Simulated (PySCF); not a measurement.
# HgF2: singlet, from a linear start

The task is one start of a wider search on HgF2: the singlet, from a linear start. It is relaxed, tested by its Hessian and followed downhill if it is a saddle.

The runs use PySCF 2.14.0; PBE0, basis Hg def2-TZVP with ECP60, F def2-TZVP, scalar-relativistic core potentials, no spin–orbit coupling, density fitting.

### Step 1. Starting geometry

3 atoms, charge 0, spin multiplicity 1.

Bond lengths: Hg1–F2 1.970 Å, Hg1–F3 1.970 Å. Angles: F2–Hg1–F3 180.0°.

Coordinates in bohr (charge 0 multiplicity 1):
```
Hg    0.0000    0.0000    0.0000
F     0.0000    0.0000    3.7228
F     0.0000    0.0000   -3.7228
```

### Step 2. The SCF at the typed geometry

The steps below are one call of a driver around PySCF. For each, scf.py gives the equivalent set-up of the SCF; relaxations use the driver's own optimiser. After this first run the driver tries any further starts and a stability analysis.

scf.py

```python
from pyscf import gto, scf, dft
mol = gto.M(atom='''
Hg     0.000000     0.000000     0.000000
F      0.000000     0.000000     1.970000
F      0.000000     0.000000    -1.970000''',
    basis={'Hg': 'def2-TZVP', 'F': 'def2-TZVP'},
    ecp={'Hg': 'def2-TZVP'},
    charge=0, spin=0)
mf = dft.RKS(mol, xc='PBE0')
mf.grids.atom_grid = (50, 194)
aux = {'Hg': 'def2-universal-JKFIT', 'F': 'def2-universal-JKFIT'}
mf = mf.density_fit(auxbasis=aux)
mf.conv_tol = 1e-08
mf.diis_space = 10
mf.max_cycle = 60
mf.init_guess = 'minao'
mf.verbose = 4
mf.kernel()
```

Launch:

```sh
> OMP_NUM_THREADS=2 python axn.py task.json out
```

What it wrote:

```text
init E= -334.234571212586
  HOMO = -0.820963906581741  LUMO = -0.664351162074304  gap/eV = 4.26165
cycle= 1 E= -352.513477397698  delta_E= -18.3  |g|= 1.85  |ddm|= 10.3
  HOMO = -0.111625474416101  LUMO = 0.0309192965265513  gap/eV = 3.87884
cycle= 2 E= -352.064461752633  delta_E= 0.449  |g|= 2.48  |ddm|= 3.41
  HOMO = -0.36280478045293  LUMO = -0.114115456864386  gap/eV = 6.76718
cycle= 3 E= -353.039978215369  delta_E= -0.976  |g|= 0.329  |ddm|= 1.88
  HOMO = -0.4079023599993  LUMO = -0.1218168761004  gap/eV = 7.78478
cycle= 4 E= -353.047437791706  delta_E= -0.00746  |g|= 0.259  |ddm|= 0.405
  HOMO = -0.378293622409133  LUMO = -0.105586183987526  gap/eV = 7.42075
cycle= 5 E= -353.057457961348  delta_E= -0.01  |g|= 0.00434  |ddm|= 0.131
  HOMO = -0.378251340592061  LUMO = -0.106206535033966  gap/eV = 7.40272
cycle= 6 E= -353.057464326852  delta_E= -6.37e-06  |g|= 0.00112  |ddm|= 0.00634
  HOMO = -0.378281510044661  LUMO = -0.106177982139972  gap/eV = 7.40431
cycle= 7 E= -353.057464645071  delta_E= -3.18e-07  |g|= 0.000223  |ddm|= 0.00199
  HOMO = -0.378262113221954  LUMO = -0.106182090370265  gap/eV = 7.40367
cycle= 8 E= -353.057464653846  delta_E= -8.78e-09  |g|= 3.81e-05  |ddm|= 0.000151
  HOMO = -0.378249509557305  LUMO = -0.106174805218764  gap/eV = 7.40353
Extra cycle  E= -353.057464653737  delta_E= 1.09e-10  |g|= 4.89e-05  |ddm|= 3.86e-05
converged SCF energy = -353.057464653737
```

This step, with its further starts and checks, needed 6.9 s of wall time on 2 threads of Arm Neoverse V1, shared host.

The starts that the driver tried:

```tsv
start	energy (Eh)
the minimal-basis guess	-353.057465
a thermally smeared density	-353.057465
a smeared PBE density	-353.057465
```

No lower closed-shell solution turned up from the other starts or in the test of internal stability.

### Step 3. Relaxing the singlet from the linear start

The program finds D∞h symmetry in the start, which this walk keeps. The walk stops when the largest gradient is under 0.0003 Eh/bohr and the energy has settled too.

Changes to scf.py since step 2:

```diff
@@ -16 +15,0 @@
-mf.init_guess = 'minao'
```

The optimiser's trace:

```tsv
step	energy (Eh)	change (kJ/mol)	largest symmetric gradient (Eh/bohr)
0	-353.057465	0.00	0.02073
1	-353.059540	-5.45	0.00452
2	-353.059620	-5.66	0.00062
3	-353.059622	-5.66	0.00002
```

The walk took 5.9 s.

After 3 steps and 5.7 kJ/mol it ends at D∞h: Hg–F 1.918 Å (×2); F–Hg–F 180.0°.

### Step 4. Frequencies

On the finer grid the gradient is checked again; gradients at displacements of ±0.02 bohr then give force constants and infrared intensities.

Changes to scf.py since step 3:

```diff
@@ -3,3 +3,3 @@
-Hg     0.000000     0.000000     0.000000
-F      0.000000     0.000000     1.970000
-F      0.000000     0.000000    -1.970000''',
+Hg     0.000000     0.000000    -0.000000
+F     -0.000000    -0.000000     1.917617
+F      0.000000     0.000000    -1.917617''',
@@ -10 +10 @@
-mf.grids.atom_grid = (50, 194)
+mf.grids.atom_grid = (75, 302)
@@ -13 +13 @@
-mf.conv_tol = 1e-08
+mf.conv_tol = 1e-10
```

This SCF starts from the last density.

Log of the central SCF (cycles and frontier levels):

```text
init E= -353.059764038911
  HOMO = -0.37626926195324  LUMO = -0.0871945527719227  gap/eV = 7.86612
cycle= 1 E= -353.059764038909  delta_E= 2.39e-12  |g|= 6.35e-06  |ddm|= 6.91e-06
  HOMO = -0.376271068684522  LUMO = -0.0871958100217398  gap/eV = 7.86614
Extra cycle  E= -353.059764038906  delta_E= 2.84e-12  |g|= 8.14e-06  |ddm|= 7.72e-06
converged SCF energy = -353.059764038906
```

The whole step took 14 s.

Geometry: D∞h; Hg–F 1.918 Å (×2); F–Hg–F 180.0°.

Harmonic modes (main isotopes):

| symmetry | ω (cm⁻¹) | IR (km/mol) | μ (u) |
| --- | --- | --- | --- |
| πu | 179 | 31.2 | 22.18 |
| σg+ | 582 | 0.0 | 19.00 |
| σu+ | 657 | 113 | 22.18 |

No imaginary mode, so this is a minimum.

Properties at this point:

- Dipole moment: 0.00 D
- Highest occupied level: -10.24 eV
- Lowest empty level: -2.37 eV
- Rotational constants: 0.1206 cm⁻¹
- Zero-point energy: 9.5 kJ/mol
- Principal polarisabilities: 20.4, 20.4, 37.0 bohr³
- Atomisation energy without zero-point energy: 506 kJ/mol
- Principal traceless quadrupole moments about the centre of mass: -14.25, 7.12, 7.12 D Å
- Entropy at 298.15 K and 1 bar: 264.8 J/(mol K)
- Heat capacity Cp at 298.15 K: 53.0 J/(mol K)
- Enthalpy at 298.15 K above 0 K: 12.59 kJ/mol
- Rotational symmetry number: 2

Populations by atom (charges in e):

| atom | Mulliken | Löwdin | polar tensor | Mayer order to Hg1 |
| --- | --- | --- | --- | --- |
| Hg1 | 0.99 | 0.76 | 1.12 | – |
| F2,3 | -0.49 | -0.38 | -0.56 | 0.75 |

Mulliken populations on Hg1 (outside its core potential): s 2.92, p 6.25, d 9.83, f 0.02.

### Step 5. Stability of the closed shell

At the lowest minimum the closed shell is tested against spin polarisation, on the (50, 194) grid. It is stable.

### Step 6. Results

| quantity | value |
| --- | --- |
| minimum | singlet, D∞h |
| geometry | Hg–F 1.918 Å (×2); F–Hg–F 180.0° |
| wavenumbers (cm⁻¹) | 179 (πu), 582 (σg+), 657 (σu+) |
| dipole moment | 0.00 D |
| highest occupied, lowest empty level | -10.24, -2.37 eV |
| polar-tensor charge of Hg1 | +1.12 e |
| zero-point energy | 9.5 kJ/mol |
| entropy at 298.15 K | 264.8 J/(mol K) |
| atomisation energy (no zero-point energy) | 506 kJ/mol |

**Reading.** The linear start keeps its D∞h symmetry and ends in a minimum. The strongest infrared band lies at 657 cm⁻¹ (σu+, stretch). Hg1 has a polar-tensor charge of +1.1 e (a dipole derivative, not a static charge), yet symmetry cancels the bond dipoles. Other starts or spin states, not run here, may lie lower. With an element this heavy the missing spin–orbit coupling can shift these numbers.

The search up to here needed 29 s of wall time on 2 threads of Arm Neoverse V1, shared host.
